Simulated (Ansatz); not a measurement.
# GeS (germanium sulfide): levels of theory compared

Wanted: a comparison of 6 runs (HF/STO-3G, B2PLYP/STO-3G, BHLYP/STO-3G, UPBE/STO-3G, r2SCAN0/STO-3G, UCCSD(T)/STO-3G) of GeS (germanium sulfide). 

The results are computed with Ansatz 0.2.0.

58 further runs of the same task are left out: 29 that didn't finish, 29 set aside as unsound or not needed.

### 1 The system as given

GeS: 2 atoms, total charge 0, spin state singlet. As SMILES, `[S+]#[Ge-]`. The Ge2–S1 distance was set to 5.030 Å, away from the relaxed value.

### 2 The energy at HF/STO-3G (run 1)

input.yaml reads:

```yaml
crystal:
  periodic: [false, false, false]
  atoms:
    - symbol: S
      position_ang: [0.000000, 0.000000, -3.018114]
    - symbol: Ge
      position_ang: [0.000000, 0.000000, 2.012086]
basis:
  gaussian:
    orbitals: STO-3G
total_charge: 0
hamiltonian:
  xc: hf
accuracy: high
```

Started as:

```bash
$ ansatz run input.yaml --threads 1 --pin off --max-ram 2610MiB --events-out events.jsonl --progress --plain --runs-dir runs
```

What it wrote:

```text
Warning: RAYON_NUM_THREADS=1 ignored (pool sized by the plan → 1); use --threads N
Functional definition: HF
  name "HF"
  exchange = exact_x
  correlation = 0
318 factors; integrals over basis functions are off by at most 4.7e-9 eV
mean field evaluation 1: about -66492.1463 eV, gradient 4.8e0 eV
mean field evaluation 2: about -66492.1582 eV, gradient 4.8e0 eV
mean field evaluation 4: about -66370.6901 eV, gradient 2.2e1 eV
mean field evaluation 8: about -66520.6858 eV, gradient 6.5e-1 eV
mean field evaluation 16: about -66520.6844 eV, gradient 3.5e-2 eV
mean field evaluation 32: about -66520.6629 eV, gradient 4.5e-2 eV
mean field evaluation 64: about -66520.6499 eV, gradient 7.9e-4 eV
mean field -66520.69151800 eV, -2444.5903239424 hartree, gradient 7.3e-10 eV, S^2 0.000000; 4 other end points of the search recorded, 0 dependent functions left out
reference -66520.69151800 eV, -2444.5903239424 hartree; 24, 24 occupied and 3, 3 virtual orbitals, 318 factors
Total energy: -66520.69151800 eV, -2444.5903239424 hartree
```

Wall time 0.34 s (1 thread of Arm Neoverse V1, shared host).

### 3 The energy at B2PLYP/STO-3G (run 2)

in.yaml reads:

```yaml
crystal:
  periodic: [false, false, false]
  atoms:
    - symbol: S
      position_ang: [0.000000, 0.000000, -3.018114]
    - symbol: Ge
      position_ang: [0.000000, 0.000000, 2.012086]
basis:
  gaussian:
    orbitals: STO-3G
hamiltonian:
  xc: {name: B2PLYP}
correlation:
  frozen_orbitals: {Ge: 9, S: 5}
accuracy: high
```

Started as:

```bash
$ ansatz run in.yaml --threads 1 --pin off --max-ram 2610MiB --events-out events.jsonl --progress --plain --runs-dir runs
```

What it wrote, cut to the lines that bear on the results:

```text
Warning: RAYON_NUM_THREADS=1 ignored (pool sized by the plan → 1); use --threads N
Functional definition: B2PLYP
  name "B2PLYP"
[...]
318 factors; integrals over basis functions are off by at most 4.7e-9 eV
[...]
mean field -66557.05070555 eV, -2445.9264994397 hartree, gradient 7.0e-9 eV, S^2 0.000000; 9 other end points of the search recorded, 0 dependent functions left out; unrestricted orbitals would lower it
14 core orbitals not correlated: weight in the atoms' cores, before any rotation towards them, 1.000 or more for the frozen orbitals, at most 0.000 for the correlated occupied ones
reference -66557.05072587 eV, -2445.9265001863 hartree; 10, 10 occupied and 3, 3 virtual orbitals, 318 factors
second order -1.15381494 eV of doubles, -0.00000000 eV of singles
Total energy: -66557.36225590 eV, -2445.9379487039 hartree
```

It took 7.5 s on 1 thread of Arm Neoverse V1, shared host; peak memory 0.095 GiB.

Runs 3 to 5 aren't shown in full; the table further down has their settings and results.

### 4 A single-point energy at UCCSD(T)/STO-3G (run 6)

job.yaml reads:

```yaml
crystal:
  periodic: [false, false, false]
  atoms:
    - {symbol: S, position_ang: [0.000000, 0.000000, -3.018114]}
    - {symbol: Ge, position_ang: [0.000000, 0.000000, 2.012086]}
basis:
  gaussian:
    orbitals: STO-3G
magnetization:
  spin_polarized: true
  initial_magnetization: 0
correlation:
  method: ccsd_t
  frozen_orbitals: {Ge: 9, S: 5}
accuracy: high
scf:
  omitted_lower_state_checks: [cluster_reference, increment]
```

Started as:

```bash
$ ansatz run job.yaml --threads 1 --pin off --max-ram 2610MiB --events-out events.jsonl --progress --plain --runs-dir runs
```

What it wrote:

```text
Warning: RAYON_NUM_THREADS=1 ignored (pool sized by the plan → 1); use --threads N
[... 20 lines left out ...]
14 core orbitals not correlated: weight in the atoms' cores, before any rotation towards them, 1.000 or more for the frozen orbitals, at most 0.000 for the correlated occupied ones
[... 160 lines left out ...]
Total energy: -66525.85763052 eV, -2444.7801750756 hartree
Checks for a lower state left out: cluster_reference, increment
```

Wall time 3.9 s (1 thread of Arm Neoverse V1, shared host); peak memory 0.093 GiB.

### 5 The series

```csv
run,level,frozen core orbitals,energy (Eh),wall time
1,HF/STO-3G,–,-2444.590324,0.34 s
2,B2PLYP/STO-3G,14,-2445.937949,7.5 s
3,BHLYP/STO-3G,–,-2446.500078,1.8 s
4,UPBE/STO-3G,–,-2445.953275,32 s
5,r2SCAN0/STO-3G,–,-2446.492411,40 s
6,UCCSD(T)/STO-3G,14,-2444.780175,3.9 s
```

### 6 Summary of results

| quantity | value |
| --- | --- |
| run 6: total energy | -2444.78018 Eh |
| run 6: correlation energy (14 core orbitals frozen) | -13.4 mEh |
| run 6: (T) correction | 0.00 mEh |
| run 6: ⟨S²⟩ of the reference determinant | 2.000 |
| run 6: T1 diagnostic | 0.000 |

In words: Totals of different functionals can't be ranked against each other. In run 2 the log says that unrestricted orbitals would lower the reference, so the values rest on an unstable closed-shell determinant (other closed-shell runs at this shape may share the fault). In runs 1, 2, 3, 4, 5, 6 the basis is minimal, so the values are rough. In runs 1, 2, 3, 5 a closed-shell determinant meets a far-stretched bond, which it describes badly. Spin contamination of the reference: run 4 ⟨S²⟩ = 2.31, run 6 ⟨S²⟩ = 2.00. Where it is this large, the reference is a mixture of spin states, and values that rest on it are in doubt. All runs together took 85 s, the longest 40 s.
